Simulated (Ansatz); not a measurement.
# CH7B2OP: comparison of dispersion corrections

Aim: a comparison of dispersion corrections, for CH7B2OP, run from a script. SMILES: BOB(C)P.

Computed with Ansatz 0.2.0 through its Python package. The levels of theory stand in the script.

**1. The structure**

Bond lengths: B1–O2 1.464 Å, O2–B3 1.465 Å, B3–C4 1.591 Å, B3–P5 1.935 Å, B1–H6 1.182 Å, B1–H7 1.182 Å, C4–H8 1.110 Å, C4–H9 1.109 Å, C4–H10 1.109 Å, P5–H11 1.453 Å, P5–H12 1.453 Å. Angles (14 of 16 angles, heavy atoms first): B1–O2–B3 105.9°, O2–B3–C4 120.1°, O2–B3–P5 119.8°, C4–B3–P5 119.8°, O2–B1–H6 120.1°, O2–B1–H7 120.1°, B3–C4–H8 109.9°, B3–C4–H9 109.5°, B3–C4–H10 109.4°, B3–P5–H11 94.6°, B3–P5–H12 93.7°, H6–B1–H7 119.7°, H8–C4–H9 109.3°, H8–C4–H10 109.2°.

The script holds or builds the structure itself.

**2. The code**

run_disp.py reads:

```python
import logging
import sys

import ansatz
from ase import Atoms

logging.basicConfig(stream=sys.stdout, format="%(name)s: %(message)s")
log = logging.getLogger("calc")
log.setLevel(logging.INFO)

BASIS_SET = "def2-SVP"

atoms = Atoms(["B", "O", "B", "C", "P", "H", "H", "H", "H", "H", "H", "H"], positions=[
    (-1.9986, 0.5073, 0.2777),
    (-0.963, 0.1418, 1.2461),
    (0.2134, -0.2283, 0.4549),
    (1.323, 0.8608, 0.1176),
    (0.5053, -2.0795, -0.0256),
    (-2.7572, -0.3096, -0.1157),
    (-2.1155, 1.6313, -0.0693),
    (1.0153, 1.8495, 0.5165),
    (2.2868, 0.5632, 0.5795),
    (1.4474, 0.9329, -0.9825),
    (1.5791, -1.7903, -0.9606),
    (-0.5359, -2.0791, -1.0386),
])
geometry = ansatz.Crystal.molecule_from_ase(atoms)

base = geometry.calculation().basis(gaussian=BASIS_SET)
for name in ["b3lyp", "pbe"]:
    for correction in ("d3bj", "d4"):
        data = base.functional(name, dispersion=correction).run(threads=1).report
        log.info(f"{name:8s} {correction:5s} total {data['free_energy_ev']:.5f} eV, of which dispersion {1000 * data['dispersion']['energy']['ev']:.2f} meV")
```

**3. The calls as engine input**

The engine receives this input (first run):

```yaml
crystal:
  periodic: [false, false, false]
  atoms:
    - { symbol: B, position_ang: [-1.9986, 0.5073, 0.2777] }
    - { symbol: O, position_ang: [-0.963, 0.1418, 1.2461] }
    - { symbol: B, position_ang: [0.2134, -0.2283, 0.4549] }
    - { symbol: C, position_ang: [1.323, 0.8608, 0.1176] }
    - { symbol: P, position_ang: [0.5053, -2.0795, -0.0256] }
    - { symbol: H, position_ang: [-2.7572, -0.3096, -0.1157] }
    - { symbol: H, position_ang: [-2.1155, 1.6313, -0.0693] }
    - { symbol: H, position_ang: [1.0153, 1.8495, 0.5165] }
    - { symbol: H, position_ang: [2.2868, 0.5632, 0.5795] }
    - { symbol: H, position_ang: [1.4474, 0.9329, -0.9825] }
    - { symbol: H, position_ang: [1.5791, -1.7903, -0.9606] }
    - { symbol: H, position_ang: [-0.5359, -2.0791, -1.0386] }
basis:
  gaussian:
    orbitals: def2-SVP
hamiltonian:
  xc: b3lyp
  dispersion: d3bj
```

**4. Running it**

Launch:

```bash
> python run_disp.py
```

The log of the run:

```text
calc: b3lyp    d3bj  total -13835.51567 eV, of which dispersion -441.76 meV
calc: b3lyp    d4    total -13835.47423 eV, of which dispersion -400.33 meV
calc: pbe      d3bj  total -13823.81693 eV, of which dispersion -252.98 meV
calc: pbe      d4    total -13823.81340 eV, of which dispersion -249.44 meV
```

Wall time 13 s (1 thread of Intel Xeon Platinum 8259CL at 2.50GHz (Skylake/Cascade Lake), shared host); peak memory 0.28 GiB.

**5. Inputs of later runs**

The engine's inputs for the other runs:

Run 2, against run 1:

```diff
@@ -21 +21 @@
-  dispersion: d3bj
+  dispersion: d4
```

Run 3, against run 1:

```diff
@@ -20 +20 @@
-  xc: b3lyp
+  xc: pbe
```

Run 4, against run 1:

```diff
@@ -20,2 +20,2 @@
-  xc: b3lyp
-  dispersion: d3bj
+  xc: pbe
+  dispersion: d4
```

**6. The runs side by side**

One row for each of the 4 runs:

```csv
run,functional,dispersion,energy (eV),SCF cycles,CPU time (s)
1,b3lyp,d3bj,-13835.5157,16,3.4
2,b3lyp,d4,-13835.4742,16,3.4
3,pbe,d3bj,-13823.8169,18,2.9
4,pbe,d4,-13823.8134,18,2.9
```

Totals hang on method, basis and potentials, so only like runs compare.

**7. What came out**

```
         quantity                   value
dispersion energy  -441.76 to -249.44 meV
    runs compared                       4
```

What this shows: The dispersion term depends on the functional it is damped for, so it isn't a property of the molecule alone. All 4 runs converged (16 to 18 cycles). Reading the output:
- The geometry is a force-field or estimated start, not a minimum of this method, and the basis set is short of its limit. D4 holds the three-body term, and d3bj doesn't.
- b3lyp holds the VWN-RPA fit, as in Gaussian; the form of ORCA and Turbomole is b3lyp5.
